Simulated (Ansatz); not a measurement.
# BH4NO2: small, medium and large basis sets

One table from this session's results is given with a row withheld; the runs are named, their logs left out.

Computed with Ansatz 0.2.0, Gaussian basis. Level: one geometry, several basis sets.

Plan: PBE0-D4/def2-SVP; ωB97M-V/def2-SVP; PBE0-D4/def2-QZVPP; ωB97M-V/def2-QZVPP; CCSD(T)/cc-pV(D+d)Z; CCSD(T)/cc-pV(T+d)Z; CCSD(T)/cc-pV(Q+d)Z; the functionals' def2-TZVPP values are taken from earlier runs.

## The geometry

An earlier PBE0-D4 in a triple-zeta def2 set relaxation fixed the geometry.

SMILES `NB(O)O`, 8 atoms, charge 0, spin multiplicity 1.

Atoms are counted from 1 here; the program's logs count them from 0.

Bond lengths: N1–B2 1.411 Å, N1–H5 1.002 Å, N1–H6 1.004 Å, B2–O3 1.371 Å, B2–O4 1.379 Å, O3–H7 0.959 Å, O4–H8 0.957 Å. Angles: B2–N1–H5 124.8°, B2–N1–H6 120.9°, H5–N1–H6 114.3°, N1–B2–O3 118.3°, N1–B2–O4 123.9°, O3–B2–O4 117.8°, B2–O3–H7 111.3°, B2–O4–H8 114.5°.

The first run:

in.yaml reads:

```yaml
crystal:
  periodic: [false, false, false]
  atoms:
    - {symbol: N, position_ang: [-0.648555, 0.946973, 0.045105]}
    - {symbol: B, position_ang: [0.242658, -0.143432, -0.047959]}
    - {symbol: O, position_ang: [1.544764, 0.109468, -0.395023]}
    - {symbol: O, position_ang: [-0.115953, -1.452990, 0.190292]}
    - {symbol: H, position_ang: [-1.617692, 0.874287, 0.288798]}
    - {symbol: H, position_ang: [-0.338341, 1.883743, -0.137729]}
    - {symbol: H, position_ang: [2.059716, -0.698890, -0.428598]}
    - {symbol: H, position_ang: [-1.034597, -1.576458, 0.429414]}
basis:
  gaussian: {orbitals: def2-SVP}
hamiltonian: {xc: pbe0, dispersion: d4}
output: {orbitals: {seedname: orbitals}}
```

Started as:

```
$ ansatz run in.yaml --threads 2 --pin off --events-out ev --progress --plain --max-ram 32768MiB --backend cpu
```

Among the steps run: PBE0-D4 in def2-SVP; ωB97M-V in def2-SVP; PBE0-D4 in def2-QZVPP; ωB97M-V in def2-QZVPP.

One of the session's tables, all rows but one given; the rest of the session is left out.

| functional | basis | HOMO (eV) | LUMO (eV) |
| --- | --- | --- | --- |
| PBE0-D4 | def2-SVP | -7.26 | 1.48 |
| PBE0-D4 | def2-TZVPP | -7.59 | 0.57 |
| PBE0-D4 | def2-QZVPP | -7.66 | 0.28 |
| ωB97M-V | def2-SVP | -9.67 | 3.09 |
| ωB97M-V | def2-TZVPP | -10.01 | 1.91 |
| ωB97M-V | def2-QZVPP | ? | ? |

Estimate the missing values for ωB97M-V, def2-QZVPP.

The run gave: HOMO (eV): -10.07; LUMO (eV): 1.44. In the column «HOMO (eV)» it is the lowest.
